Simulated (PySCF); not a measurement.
# C4H5ClF2O: magnetic properties

Wanted: magnetic properties for C4H5ClF2O (`C[C@@H](F)[C@H](F)C(=O)Cl`).

Programs: PySCF 2.14.0, with routines of our own; each step states its level. All values are computed. Atoms count from 0.

## 1. The starting structure

13 atoms, charge 0, multiplicity 1; geometry from: GFN2-xTB.

## 2. Magnetic properties: GIAO KT3/pcSseg-1

Job settings and geometry (Å):

```
{"job": {"kind": "mag", "xc": "KT3", "basis": "pcSseg-1", "isotopologues": 2}, "charge": 0, "multiplicity": 1}
C     -1.265225     0.516267    -0.629434
C     -0.652646    -0.683144     0.070330
F     -0.366389    -1.673028    -0.837510
C      0.646031    -0.340447     0.839047
F      0.288387     0.328736     1.979990
C      1.588881     0.532985     0.035340
O      1.753243     1.697748     0.148267
Cl     2.453390    -0.413229    -1.164524
H     -2.216364     0.236319    -1.075045
H     -1.426674     1.309458     0.094900
H     -0.604302     0.876940    -1.414076
H     -1.353731    -1.121181     0.794009
H      1.151009    -1.266939     1.140978
```

Level: GIAO KT3/pcSseg-1 magnetisability, rotational g tensor and spin-rotation constants, non-relativistic, gas phase.

The run is started by

```
$ OMP_NUM_THREADS=1 python excited_run.py task.json out
```

One launch serves the whole session: the jobs run in the order shown.

Standard output:

```text
coarse grid: 12328 points
cycle   1  E = -899.0137731224  dE =  1.094e+00  |g| = 1.231e+00  |ddm| = 3.201e+00
cycle   2  E = -897.2703845559  dE =  1.743e+00  |g| = 3.157e+00  |ddm| = 3.529e+00
cycle   3  E = -899.2011514114  dE = -1.931e+00  |g| = 5.788e-01  |ddm| = 3.049e+00
cycle   4  E = -899.2680084072  dE = -6.686e-02  |g| = 2.286e-01  |ddm| = 7.193e-01
cycle   5  E = -899.2771899202  dE = -9.182e-03  |g| = 7.609e-02  |ddm| = 2.404e-01
cycle   6  E = -899.2784626646  dE = -1.273e-03  |g| = 1.981e-02  |ddm| = 8.574e-02
cycle   7  E = -899.2785614516  dE = -9.879e-05  |g| = 5.808e-03  |ddm| = 2.271e-02
cycle   8  E = -899.2785675737  dE = -6.122e-06  |g| = 1.524e-03  |ddm| = 5.202e-03
final grid: 117856 points
cycle   9  E = -899.4002633683  dE = -1.594e-04  |g| = 4.226e-02  |ddm| = 7.380e-02
cycle  10  E = -899.3991278550  dE =  1.136e-03  |g| = 8.542e-02  |ddm| = 1.010e-01
cycle  11  E = -899.4004699412  dE = -1.342e-03  |g| = 1.934e-02  |ddm| = 8.245e-02
cycle  12  E = -899.4005415064  dE = -7.157e-05  |g| = 3.955e-03  |ddm| = 1.530e-02
cycle  13  E = -899.4005443287  dE = -2.822e-06  |g| = 8.415e-04  |ddm| = 3.755e-03
cycle  14  E = -899.4005444873  dE = -1.586e-07  |g| = 1.804e-04  |ddm| = 9.606e-04
cycle  15  E = -899.4005444948  dE = -7.529e-09  |g| = 5.549e-05  |ddm| = 2.531e-04
cycle  16  E = -899.4005444955  dE = -7.390e-10  |g| = 1.771e-05  |ddm| = 6.853e-05
converged SCF energy = -899.4005444955

Magnetisability tensor (1e-30 J/T^2)
    -1131.76       65.21        6.11
       65.21    -1043.62      -47.63
        6.11      -47.63    -1205.92
isotropic -1127.10   principal values   -1225.93  -1154.08  -1001.30
isotropic susceptibility -67.876 1e-6 cm^3/mol

Inertial axes            a          b          c
rot. const./GHz      1.9831     1.4919     1.1116
chi total           -67.585    -69.899    -66.143
chi diamagnetic    -652.443   -854.776  -1072.961
chi paramagnetic    584.858    784.878   1006.818
quadrupole/D A        3.815     -8.578      4.763
g nuclear            0.5185     0.5370     0.5100
g electronic        -0.5449    -0.5501    -0.5258
g total             -0.0264    -0.0131    -0.0158

Spin-rotation constants (kHz, H = +C I.J)
atom  isotope        aa         bb         cc
  2    19F        1.321      1.065      0.638
  4    19F        1.058      1.113      0.791
  7   35Cl        0.653      0.516      0.572
  8     1H       -0.088     -0.094     -0.097
  9     1H       -0.204      0.003     -0.110
 10     1H       -0.035     -0.176     -0.072
 11     1H        0.091     -0.167     -0.074
 12     1H       -0.183     -0.156      0.069
  0    13C*       0.307      0.220      0.149
  1    13C*       0.571      0.293      0.313
  3    13C*       0.522      0.373      0.299
  5    13C*       0.899      0.547      0.336
  6    17O*      -1.026     -0.926     -0.413
* in the singly substituted isotopologue

Isotopologues: g along a, b, c
2H    at 8,9,10,11,12      -0.0251    -0.0120    -0.0154
13C   at 0                 -0.0262    -0.0129    -0.0158
```

It took 34 s on 1 thread of Arm Neoverse V1, shared host; peak memory 0.61 GiB.

In short:

```csv
quantity,value
magnetisability,-1127·10⁻³⁰ J/T²
molar susceptibility,-67.9·10⁻⁶ cm³/mol
"rotational g (a, b, c)","-0.0264, -0.0131, -0.0158"
```

## 3. Magnetic properties: GIAO CAM-B3LYP/6-311G** in chloroform

Settings changed since step 2:

```diff
@@ -1,2 +1,2 @@
-{"job": {"kind": "mag", "xc": "KT3", "basis": "pcSseg-1", "isotopologues": 2}, "charge": 0, "multiplicity": 1}
+{"job": {"kind": "mag", "xc": "CAM-B3LYP", "basis": "6-311G**", "scf": {"damp": 0.1}, "solvent": "chloroform"}, "charge": 0, "multiplicity": 1}
 C     -1.265225     0.516267    -0.629434
```

Level: GIAO CAM-B3LYP/6-311G** magnetisability, non-relativistic, IEF-PCM chloroform.

Standard output:

```text
damping 0.10 in the first 6 cycles
final grid: 117856 points
cycle   1  E = -890.2824031007  dE =  1.316e+00  |g| = 1.161e+00  |ddm| = 2.921e+00
cycle   2  E = -890.0734822320  dE =  2.089e-01  |g| = 1.649e+00  |ddm| = 1.580e+00
cycle   3  E = -889.8710101390  dE =  2.025e-01  |g| = 2.021e+00  |ddm| = 1.900e+00
cycle   4  E = -888.9768704852  dE =  8.941e-01  |g| = 2.894e+00  |ddm| = 2.700e+00
cycle   5  E = -888.5869611750  dE =  3.899e-01  |g| = 3.475e+00  |ddm| = 3.287e+00
cycle   6  E = -880.5111542987  dE =  8.076e+00  |g| = 5.802e+00  |ddm| = 9.780e+00
cycle   7  E = -864.7595349400  dE =  1.575e+01  |g| = 9.983e+00  |ddm| = 1.265e+01
cycle   8  E = -888.9139354578  dE = -2.415e+01  |g| = 2.946e+00  |ddm| = 9.810e+00
cycle   9  E = -890.3165608106  dE = -1.403e+00  |g| = 9.282e-01  |ddm| = 1.635e+00
cycle  10  E = -890.4773036561  dE = -1.607e-01  |g| = 5.020e-01  |ddm| = 1.113e+00
cycle  11  E = -890.5295482717  dE = -5.224e-02  |g| = 7.683e-02  |ddm| = 3.773e-01
cycle  12  E = -890.5304778164  dE = -9.295e-04  |g| = 4.471e-02  |ddm| = 8.348e-02
cycle  13  E = -890.5307824970  dE = -3.047e-04  |g| = 1.362e-02  |ddm| = 3.032e-02
cycle  14  E = -890.5308186404  dE = -3.614e-05  |g| = 4.511e-03  |ddm| = 1.303e-02
cycle  15  E = -890.5308261494  dE = -7.509e-06  |g| = 1.076e-03  |ddm| = 6.943e-03
cycle  16  E = -890.5308266311  dE = -4.817e-07  |g| = 3.749e-04  |ddm| = 2.047e-03
cycle  17  E = -890.5308266780  dE = -4.693e-08  |g| = 8.558e-05  |ddm| = 5.338e-04
cycle  18  E = -890.5308266814  dE = -3.403e-09  |g| = 6.089e-05  |ddm| = 2.187e-04
cycle  19  E = -890.5308266821  dE = -6.994e-10  |g| = 9.499e-06  |ddm| = 5.749e-05
converged SCF energy = -890.5308266821

Magnetisability tensor (1e-30 J/T^2)
    -1169.10       69.61        4.54
       69.61    -1064.39      -47.05
        4.54      -47.05    -1244.49
isotropic -1159.33   principal values   -1262.17  -1193.50  -1022.30
isotropic susceptibility -69.816 1e-6 cm^3/mol

Inertial axes            a          b          c
rot. const./GHz      1.9831     1.4919     1.1116
chi total           -69.703    -71.665    -68.081
chi diamagnetic    -654.485   -855.654  -1075.385
chi paramagnetic    584.781    783.990   1007.305
quadrupole/D A        4.257    -10.111      5.854
```

Run time: 47 s. Hardware: 1 thread of Arm Neoverse V1, shared host; peak memory 0.95 GiB.

From this job:

```csv
quantity,value
magnetisability,-1159·10⁻³⁰ J/T²
molar susceptibility,-69.8·10⁻⁶ cm³/mol
```

## 4. Summary of results

| quantity | value |
| --- | --- |
| magnetisability (step 2, GIAO KT3/pcSseg-1) | -1127·10⁻³⁰ J/T² |
| molar susceptibility (step 2, GIAO KT3/pcSseg-1) | -67.9·10⁻⁶ cm³/mol |
| rotational g (a, b, c) (step 2, GIAO KT3/pcSseg-1) | -0.0264, -0.0131, -0.0158 |

The values above hold for this geometry and these levels alone. Vibrational averaging and real surroundings are missing from these values.
